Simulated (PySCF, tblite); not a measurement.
# CH₁₂BN₄Si₂−: geometry, infrared bands and NMR shifts

Wanted: the infrared bands and NMR shifts of CH₁₂BN₄Si₂− (`CNB[Si](N)(N)[N-][SiH3]`), by calculation.

The runs use tblite 0.8.0 and PySCF 2.14.0, with density-fitted response routines of our own; the level of theory stands in each step. All values are computed, except where a source is named. Atoms count from 0, in the outputs and in this text.

## (1) The starting structure

20 atoms, charge -1, multiplicity 1; geometry from: force field or distance geometry start.

Bonds of the start (Å): C0–N1 1.45, N1–B2 1.51, B2–Si3 1.96, Si3–N4 1.81, Si3–N5 1.77, Si3–N6 1.76, N6–Si7 1.76, C0–H8 1.11, C0–H9 1.10, C0–H10 1.10, N1–H11 1.05, B2–H12 1.16, N4–H13 1.05, N4–H14 1.05, N5–H15 1.04, N5–H16 1.05, Si7–H17 1.48, Si7–H18 1.48, Si7–H19 1.47.

## (2) Optimising the geometry with GFN2-xTB

The job: settings as JSON, then the geometry in Å.

```
{"job": {"kind": "relax", "xc": "GFN2-xTB", "basis": "xTB"}, "charge": -1, "multiplicity": 1}
C      3.281300     0.925800    -0.437700
N      1.944800     0.895900     0.129700
B      1.185300    -0.273400    -0.459000
Si    -0.669700    -0.487800     0.129900
N     -0.565600    -1.100500     1.831800
N     -1.439600    -1.635600    -0.971700
N     -1.355800     1.135500     0.139600
Si    -3.066300     1.235900    -0.249300
H      3.438900     0.050700    -1.106000
H      3.374000     1.849400    -1.021900
H      4.021700     0.888200     0.369000
H      1.970900     0.808800     1.178900
H      1.745600    -1.239900    -0.754500
H     -0.059600    -2.025100     1.837600
H      0.027900    -0.397600     2.347600
H     -2.294400    -2.092200    -0.598800
H     -0.772000    -2.416700    -1.205900
H     -3.190500     1.616600    -1.676200
H     -3.771500     2.279800     0.533300
H     -3.810600    -0.007000    -0.019300
```

The run is started by

```sh
OMP_NUM_THREADS=1 python probes_run.py task.json out
```

This one command runs all jobs of the session in turn.

Output:

```text
step      E/eV     max force
  0    -675.44514    3.440
  1    -676.03172    1.750
  2    -676.20562    1.039
  3    -676.31677    1.037
  4    -676.52133    1.435
  5    -676.65145    1.298
  6    -676.83294    1.891
  7    -676.95902    1.414
  8    -677.05433    0.962
  9    -677.11704    0.927
 10    -677.14991    0.445
 11    -677.18469    0.455
 12    -677.20710    0.457
 13    -677.22386    0.289
 14    -677.23669    0.243
 15    -677.25119    0.335
 16    -677.26631    0.420
 17    -677.28233    0.386
 18    -677.29999    0.322
 19    -677.31918    0.351
 20    -677.33775    0.346
 21    -677.35257    0.360
 22    -677.36302    0.229
 23    -677.37044    0.194
 24    -677.37648    0.191
 25    -677.38278    0.219
 26    -677.38807    0.156
 27    -677.39246    0.134
 28    -677.39678    0.166
 29    -677.40210    0.288
 30    -677.40854    0.312
 31    -677.41469    0.250
 32    -677.41943    0.187
 33    -677.42406    0.187
 34    -677.42934    0.155
 35    -677.43439    0.139
 36    -677.43800    0.144
 37    -677.44148    0.162
 38    -677.44475    0.140
 39    -677.44829    0.176
 40    -677.45108    0.120
 41    -677.45392    0.108
 42    -677.45670    0.112
 43    -677.46015    0.172
 44    -677.46383    0.138
 45    -677.46759    0.148
 46    -677.47147    0.164
 47    -677.47589    0.169
 48    -677.48044    0.231
 49    -677.48320    0.273
 50    -677.48804    0.181
 51    -677.49159    0.145
 52    -677.49688    0.139
 53    -677.50137    0.150
 54    -677.50639    0.143
 55    -677.51037    0.123
 56    -677.51397    0.283
 57    -677.50874    0.694
 58    -677.51960    0.423
 59    -677.52327    0.213
 60    -677.52592    0.107
 61    -677.52931    0.125
 62    -677.53164    0.143
 63    -677.53446    0.181
 64    -677.53691    0.123
 65    -677.53929    0.162
 66    -677.54142    0.144
 67    -677.54331    0.125
 68    -677.54557    0.103
 69    -677.54786    0.106
 70    -677.54977    0.102
 71    -677.55079    0.207
 72    -677.55354    0.156
 73    -677.55640    0.177
 74    -677.56396    0.153
 75    -677.56624    0.190
 76    -677.56864    0.148
 77    -677.57090    0.137
 78    -677.57241    0.135
 79    -677.57656    0.193
 80    -677.57976    0.291
 81    -677.58478    0.153
 82    -677.58867    0.217
 83    -677.59387    0.237
 84    -677.59695    0.127
 85    -677.60088    0.191
 86    -677.60430    0.125
 87    -677.60708    0.136
 88    -677.60950    0.126
 89    -677.61111    0.114
 90    -677.61292    0.078
 91    -677.61437    0.069
 92    -677.61581    0.075
 93    -677.61687    0.101
 94    -677.61773    0.059
 95    -677.61845    0.058
 96    -677.61926    0.073
 97    -677.62000    0.081
 98    -677.62127    0.085
 99    -677.62291    0.109
100    -677.62489    0.105
101    -677.62677    0.087
102    -677.62845    0.094
103    -677.63003    0.116
104    -677.63114    0.135
105    -677.63261    0.065
106    -677.63354    0.058
107    -677.63426    0.069
108    -677.63516    0.073
109    -677.63620    0.082
110    -677.63715    0.058
111    -677.63801    0.084
112    -677.63903    0.132
113    -677.64064    0.153
114    -677.64294    0.173
115    -677.64554    0.120
116    -677.64769    0.117
117    -677.64926    0.097
118    -677.65052    0.131
119    -677.65221    0.121
120    -677.65460    0.118
121    -677.65699    0.083
122    -677.65918    0.083
123    -677.66155    0.182
124    -677.66367    0.125
125    -677.66505    0.212
126    -677.66729    0.092
127    -677.66956    0.108
128    -677.67101    0.085
129    -677.67201    0.130
130    -677.67301    0.109
131    -677.67498    0.108
132    -677.67610    0.100
133    -677.67728    0.100
134    -677.67834    0.106
135    -677.67937    0.096
136    -677.68124    0.097
137    -677.68335    0.132
138    -677.68544    0.136
139    -677.68624    0.277
140    -677.68907    0.116
141    -677.69051    0.097
142    -677.69181    0.084
143    -677.69264    0.085
144    -677.69399    0.083
145    -677.69516    0.095
146    -677.69660    0.107
147    -677.69802    0.099
148    -677.69903    0.181
149    -677.70032    0.154
150    -677.70142    0.052
151    -677.70203    0.047
152    -677.70253    0.049
153    -677.70310    0.064
154    -677.70366    0.059
155    -677.70419    0.062
156    -677.70485    0.066
157    -677.70560    0.058
158    -677.70628    0.062
159    -677.70684    0.075
160    -677.70730    0.049
161    -677.70770    0.044
162    -677.70799    0.050
163    -677.70825    0.057
164    -677.70849    0.031
165    -677.70871    0.027
166    -677.70893    0.039
167    -677.70917    0.058
168    -677.70947    0.069
169    -677.70977    0.043
170    -677.71002    0.029
171    -677.71017    0.025
172    -677.71026    0.023
173    -677.71033    0.021
174    -677.71040    0.015
175    -677.71045    0.017
176    -677.71051    0.019
177    -677.71057    0.022
178    -677.71064    0.022
179    -677.71070    0.017
180    -677.71075    0.017
181    -677.71082    0.019
182    -677.71091    0.026
183    -677.71102    0.030
184    -677.71114    0.032
185    -677.71126    0.029
186    -677.71136    0.023
187    -677.71144    0.021
188    -677.71152    0.018
189    -677.71159    0.020
190    -677.71167    0.019
191    -677.71176    0.021
192    -677.71185    0.021
193    -677.71193    0.021
194    -677.71200    0.017
195    -677.71205    0.015
196    -677.71209    0.013
197    -677.71212    0.016
198    -677.71215    0.015
199    -677.71220    0.013
200    -677.71224    0.012
201    -677.71228    0.016
202    -677.71232    0.018
203    -677.71238    0.020
204    -677.71245    0.023
205    -677.71254    0.020
206    -677.71261    0.021
207    -677.71267    0.016
208    -677.71271    0.013
209    -677.71274    0.011
210    -677.71277    0.011
211    -677.71279    0.010
212    -677.71281    0.010
```

It took 2.4 s on 1 thread of Intel Xeon, shared host.

Along the way: (not every step is listed)

```csv
step,energy from step 0 (eV),largest force (eV/Å)
0,0.0000,3.4397
1,-0.5866,1.7504
2,-0.7605,1.0390
3,-0.8716,1.0370
4,-1.0762,1.4351
5,-1.2063,1.2981
6,-1.3878,1.8905
7,-1.5139,1.4135
8,-1.6092,0.9617
27,-1.9473,0.1342
46,-2.0263,0.1638
65,-2.0942,0.1623
84,-2.1518,0.1272
103,-2.1849,0.1162
122,-2.2140,0.0830
141,-2.2454,0.0973
160,-2.2622,0.0492
179,-2.2656,0.0169
198,-2.2670,0.0147
207,-2.2675,0.0160
208,-2.2676,0.0132
209,-2.2676,0.0107
210,-2.2676,0.0107
211,-2.2677,0.0105
212,-2.2677,0.0095
```

Close pairs (by a distance rule), those that changed most:

```csv
bond,before (Å),after (Å),change (Å)
N1–B2,1.513,1.381,-0.133
N6–Si7,1.757,1.656,-0.101
Si3–N6,1.762,1.695,-0.067
N4–H13,1.054,1.010,-0.044
N4–H14,1.055,1.011,-0.043
N5–H16,1.054,1.011,-0.043
Si7–H19,1.467,1.508,+0.041
N1–H11,1.053,1.017,-0.037
```

The final coordinates are the input of the step that follows.

## (3) Vibrational analysis with GFN2-xTB

The job: settings as JSON, then the geometry in Å.

```
{"job": {"kind": "ir", "xc": "GFN2-xTB", "basis": "xTB"}, "charge": -1, "multiplicity": 1}
C      2.926073     1.348369    -0.685565
N      1.718930     0.654755    -0.321731
B      1.454028    -0.695923    -0.211718
Si    -0.401797    -1.034403     0.306157
N     -0.482942    -2.040937     1.782039
N     -1.193481    -2.181490    -0.814994
N     -1.102059     0.498467     0.491454
Si    -2.397433     1.452777     0.099753
H      3.719082     0.623261    -0.876471
H      2.784566     1.952441    -1.591180
H      3.259289     2.022375     0.114241
H      0.932036     1.266935    -0.123193
H      2.357470    -1.426903    -0.443906
H     -0.090708    -1.552198     2.574731
H     -1.434785    -2.275779     2.029795
H     -1.321746    -1.757868    -1.723664
H     -2.114304    -2.445674    -0.491319
H     -2.688748     1.673588    -1.366430
H     -2.163459     2.837009     0.627174
H     -3.765160     1.091878     0.621791
```

Output:

```text
mode    cm-1     km/mol
  1     -32.8      0.14
  2      49.0      3.31
  3      57.9      3.34
  4      70.8      1.54
  5     102.6      4.61
  6     105.3      7.60
  7     127.3      5.58
  8     163.3      0.33
  9     183.1     24.98
 10     191.0      6.58
 11     215.6     15.93
 12     244.1     26.26
 13     268.9     37.82
 14     283.0     15.61
 15     377.6     17.97
 16     569.4    128.54
 17     578.4     95.19
 18     627.7     74.65
 19     659.7    216.03
 20     671.4      3.32
 21     698.8    154.11
 22     754.0    115.82
 23     763.2    103.18
 24     768.7    534.50
 25     834.4    205.13
 26     840.9      8.02
 27     857.4     61.72
 28     871.6    166.93
 29     889.4    194.24
 30     916.5    455.21
 31     980.9     14.42
 32    1055.5      2.85
 33    1106.1      4.34
 34    1136.3     42.55
 35    1282.1    733.39
 36    1297.1    164.83
 37    1400.9     50.99
 38    1469.2     75.42
 39    1490.8      1.03
 40    1512.8      8.96
 41    1581.4     15.32
 42    1593.8      7.89
 43    1741.2    817.49
 44    1801.0    787.64
 45    1895.5    515.86
 46    2478.5    339.68
 47    2875.1     80.77
 48    2908.7    119.22
 49    2986.0     65.72
 50    3302.8     37.53
 51    3428.6     35.79
 52    3430.7     28.83
 53    3453.8     39.68
 54    3458.8     50.15
```

Run time: 1.1 s. Hardware: 1 thread of Intel Xeon, shared host.

Which atoms move in the most intense modes:

```csv
cm⁻¹,km/mol,atoms
660,216.0,"H12 18 %, N4 16 %, N5 15 %, B2 13 %"
769,534.5,"H15 19 %, H13 15 %, Si3 15 %, H16 13 %"
916,455.2,"H17 28 %, H19 27 %, H18 17 %, Si7 12 %"
1282,733.4,"N6 74 %, Si7 14 %"
1741,817.5,"H17 66 %, H19 30 %"
1801,787.6,"H19 50 %, H18 28 %, H17 19 %"
1896,515.9,"H18 68 %, H19 17 %, H17 12 %"
2478,339.7,H12 92 %
```

## (4) Nuclear shieldings: PBE0/pcSseg-1

Same as in step 3 but for these lines:

```diff
@@ -1,2 +1,2 @@
-{"job": {"kind": "ir", "xc": "GFN2-xTB", "basis": "xTB"}, "charge": -1, "multiplicity": 1}
+{"job": {"kind": "nmr", "xc": "PBE0", "basis": "pcSseg-1"}, "charge": -1, "multiplicity": 1}
 C      2.926073     1.348369    -0.685565
```

Level: GIAO PBE0/pcSseg-1 NMR shielding, non-relativistic, gas phase.

Output:

```text
coarse grid: 17112 points
cycle   1  E = -867.4304054534  dE =  6.363e-01  |g| = 9.303e-01  |ddm| = 4.005e+00
cycle   2  E = -866.9437709821  dE =  4.866e-01  |g| = 1.627e+00  |ddm| = 4.421e+00
cycle   3  E = -867.6199460884  dE = -6.762e-01  |g| = 3.258e-01  |ddm| = 3.631e+00
cycle   4  E = -867.6431507863  dE = -2.320e-02  |g| = 8.503e-02  |ddm| = 3.952e-01
cycle   5  E = -867.6444955547  dE = -1.345e-03  |g| = 2.671e-02  |ddm| = 9.315e-02
cycle   6  E = -867.6446791833  dE = -1.836e-04  |g| = 3.657e-03  |ddm| = 3.213e-02
cycle   7  E = -867.6446825279  dE = -3.345e-06  |g| = 6.805e-04  |ddm| = 5.102e-03
final grid: 154704 points
cycle   8  E = -867.6782448329  dE = -3.616e-05  |g| = 9.691e-03  |ddm| = 3.109e-02
cycle   9  E = -867.6782297440  dE =  1.509e-05  |g| = 1.293e-02  |ddm| = 2.130e-02
cycle  10  E = -867.6782657252  dE = -3.598e-05  |g| = 1.414e-03  |ddm| = 1.289e-02
cycle  11  E = -867.6782661648  dE = -4.396e-07  |g| = 4.746e-04  |ddm| = 1.960e-03
cycle  12  E = -867.6782662095  dE = -4.476e-08  |g| = 1.482e-04  |ddm| = 6.342e-04
cycle  13  E = -867.6782662145  dE = -4.984e-09  |g| = 3.841e-05  |ddm| = 1.804e-04
cycle  14  E = -867.6782662148  dE = -2.647e-10  |g| = 1.759e-05  |ddm| = 4.730e-05
converged SCF energy = -867.6782662148

GIAO shielding tensors (ppm)
atom      isotropic    diamagn.    paramagn.     s11        s22        s33       span
  0 C      146.183     240.855     -94.672    124.955    128.539    185.055     60.100
  1 N      101.997     328.067    -226.070    -29.787    124.070    211.707    241.495
  2 B       57.546     207.121    -149.576      8.915     44.043    119.679    110.764
  3 Si     381.010     881.416    -500.406    336.518    351.759    454.753    118.235
  4 N      229.609     318.261     -88.652    205.776    225.145    257.905     52.129
  5 N      231.664     319.282     -87.618    208.974    226.450    259.569     50.595
  6 N      204.454     332.722    -128.267    136.845    213.604    262.914    126.069
  7 Si     452.635     880.454    -427.819    390.894    407.168    559.843    168.949
  8 H       28.635      28.196       0.439     25.299     27.767     32.839      7.540
  9 H       28.565      28.021       0.544     24.086     26.894     34.715     10.629
 10 H       28.586      27.615       0.971     24.178     26.753     34.827     10.648
 11 H       24.663      37.122     -12.460     15.878     25.601     32.509     16.632
 12 H       26.704      33.883      -7.179     23.689     27.783     28.641      4.952
 13 H       32.748      33.247      -0.499     26.859     29.210     42.175     15.316
 14 H       32.366      32.058       0.309     26.746     29.512     40.841     14.096
 15 H       32.702      34.100      -1.397     27.011     29.019     42.077     15.066
 16 H       32.477      32.394       0.083     27.021     29.374     41.038     14.017
 17 H       26.138      30.660      -4.522     22.725     23.629     32.060      9.336
 18 H       26.411      30.593      -4.182     22.712     24.191     32.330      9.618
 19 H       26.097      29.711      -3.613     22.264     23.616     32.413     10.149
```

Run time: 57 s. Hardware: 1 thread of Intel Xeon, shared host; peak memory 1 GiB.

The references, computed at this level on geometries of the same kind, shield at (ppm): ¹H TMS 31.72, ¹³C TMS 186.9, ²⁹Si TMS 349.2, ¹⁵N NH3 267.7, ¹¹B BF3·OEt2 100.1. Their shielding less the atom's gives the shift. The references are single molecules in the gas phase, so shifts against H2O, NH3, PH3, H3PO4 or CFCl3 are not on the usual liquid scales and can be off by tens of ppm. Atoms listed in one row are averaged.

```csv
atoms,environment,σ (ppm),δ (ppm)
C0,methyl carbon bonded to N,146.2,40.7
H11,"hydrogen on a nitrogen bonded to C, B",24.66,7.05
"H17, H18, H19",hydrogen on a silicon bonded to N,26.22,5.50
H12,"hydrogen on a boron bonded to N, Si",26.70,5.01
"H8, H9, H10",hydrogen on a methyl carbon bonded to N,28.60,3.12
"H13, H14, H15, H16",hydrogen on a nitrogen bonded to Si,32.57,-0.86
N1,"nitrogen bonded to C, B, H",102.0,165.7
N6,nitrogen bonded to 2 Si,204.5,63.3
"N4, N5","nitrogen bonded to Si, 2 H",230.6,37.1
B2,"boron bonded to N, Si, H",57.5,42.5
Si3,"silicon bonded to B, 3 N",381.0,-31.9
Si7,"silicon bonded to N, 3 H",452.6,-103.5
```

Charges from the same density, by scheme (e):

```csv
atoms,Mulliken,IAO,Hirshfeld,ESP fit
C0,-0.08,-0.29,-0.07,-0.19
N1,-0.50,-0.33,-0.16,-0.23
B2,-0.15,-0.25,0.00,-0.04
Si3,1.01,1.15,0.31,1.09
"N4, N5",-0.65,-0.86,-0.37,-1.15
N6,-0.91,-1.12,-0.50,-1.12
Si7,0.58,0.70,0.18,0.74
```

Mayer bond orders: C0–N1 0.98, N1–B2 1.41, B2–Si3 0.90, Si3–N4 0.91, Si3–N5 0.89, Si3–N6 1.31, N6–Si7 1.39.

## (5) What came out

| quantity | value |
| --- | --- |
| strongest single infrared mode (GFN2-xTB) | 1741 cm⁻¹, 817 km/mol |
| zero-point energy (GFN2-xTB) | 90.6 kcal/mol |
| ¹³C shifts against TMS (PBE0/pcSseg-1) | 40.7 ppm |
| ¹H shifts against TMS (PBE0/pcSseg-1, means over atoms taken as alike) | 7.05, 5.50, 5.01, 3.12, -0.86 ppm |
| ¹⁵N shifts against NH3 (PBE0/pcSseg-1, means over atoms taken as alike) | 165.7, 63.3, 37.1 ppm |
| ¹¹B shifts against BF3·OEt2 (PBE0/pcSseg-1) | 42.5 ppm |
| ²⁹Si shifts against TMS (PBE0/pcSseg-1) | -31.9, -103.5 ppm |

What this shows: Over 212 steps the energy fell by 2.268 eV; of the close pairs, N1–B2 changed most, 1.513 to 1.381 Å. The lowest mode is imaginary (33i cm⁻¹), so the xTB geometry is not a minimum. The strongest single mode, at 1741 cm⁻¹, moves mainly H17. GFN2-xTB is a fitted tight-binding method: band positions and strengths are rough. Its intensities can rank the bands wrongly. At PBE0/pcSseg-1: The widest tensor belongs to N1: span 241 ppm, with a paramagnetic part of -226 ppm.
